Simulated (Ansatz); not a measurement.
**C₂H₇InO: basis-set convergence**

An exercise on one series of results from a longer session: the logs are not shown, and one member is left open.

Program: Ansatz 0.2.0, Gaussian basis. Level of theory: one geometry, several basis sets. These are calculated values, not measurements.

The runs, in order: PBE0-D4/def2-SVP; ωB97M-V/def2-SVP; PBE0-D4/def2-QZVPP; ωB97M-V/def2-QZVPP; the functionals' def2-TZVPP values are taken from earlier runs.

## The geometry

The geometry comes from an earlier relaxation with PBE0-D4 in a triple-zeta def2 set; it is a stationary point, not always the lowest conformer. In takes the def2 core potential; no spin-orbit term is included.

11 atoms, charge 0, spin multiplicity 1.

Atoms are counted from 1 here; the program's logs count them from 0.

Bond lengths: C1–C2 1.523 Å, C1–H5 1.093 Å, C1–H6 1.093 Å, C1–H7 1.095 Å, C2–In3 2.159 Å, C2–H8 1.094 Å, C2–H9 1.094 Å, In3–O4 2.001 Å, In3–H10 1.713 Å, O4–H11 0.959 Å. Angles: C2–C1–H5 112.0°, C2–C1–H6 112.0°, C2–C1–H7 111.5°, H5–C1–H6 107.0°, H5–C1–H7 107.1°, H6–C1–H7 107.1°, C1–C2–In3 115.7°, C1–C2–H8 111.0°, C1–C2–H9 111.0°, In3–C2–H8 106.3°, In3–C2–H9 106.3°, H8–C2–H9 105.9°, C2–In3–O4 114.8°, C2–In3–H10 134.8°, O4–In3–H10 110.4°, In3–O4–H11 113.6°.

The first run:

File in.yaml:

```yaml
crystal:
  periodic: [false, false, false]
  atoms:
    - {symbol: C, position_ang: [-1.486025, 0.619028, 0.684000]}
    - {symbol: C, position_ang: [-0.518537, -0.416842, 0.127761]}
    - {symbol: In, position_ang: [1.409491, 0.336927, -0.483754]}
    - {symbol: O, position_ang: [2.657187, -1.045544, -1.215994]}
    - {symbol: H, position_ang: [-1.086524, 1.116151, 1.571565]}
    - {symbol: H, position_ang: [-1.711059, 1.401176, -0.045440]}
    - {symbol: H, position_ang: [-2.439389, 0.163662, 0.971928]}
    - {symbol: H, position_ang: [-0.942212, -0.920612, -0.746418]}
    - {symbol: H, position_ang: [-0.321317, -1.204150, 0.861721]}
    - {symbol: H, position_ang: [2.153919, 1.879674, -0.494442]}
    - {symbol: H, position_ang: [2.284465, -1.929441, -1.230918]}
basis:
  gaussian: {orbitals: def2-SVP}
hamiltonian: {xc: pbe0, dispersion: d4}
output: {orbitals: {seedname: orbitals}}
```

Among the steps run: PBE0-D4 in def2-SVP; ωB97M-V in def2-SVP; PBE0-D4 in def2-QZVPP; ωB97M-V in def2-QZVPP.

One of the session's tables, all rows but one given; the rest of the session is left out.

It belongs to the step «Density functionals: the series». 

| functional | basis | HOMO (eV) |
| --- | --- | --- |
| PBE0-D4 | def2-SVP | -7.21 |
| PBE0-D4 | def2-TZVPP | -7.30 |
| PBE0-D4 | def2-QZVPP | -7.33 |
| ωB97M-V | def2-SVP | -9.37 |
| ωB97M-V | def2-TZVPP | ? |
| ωB97M-V | def2-QZVPP | -9.50 |

**Question.** Estimate the row for ωB97M-V, def2-TZVPP.

The run gave: HOMO (eV): -9.48. In the column «HOMO (eV)» it lies between ωB97M-V, def2-QZVPP (-9.50) and ωB97M-V, def2-SVP (-9.37).
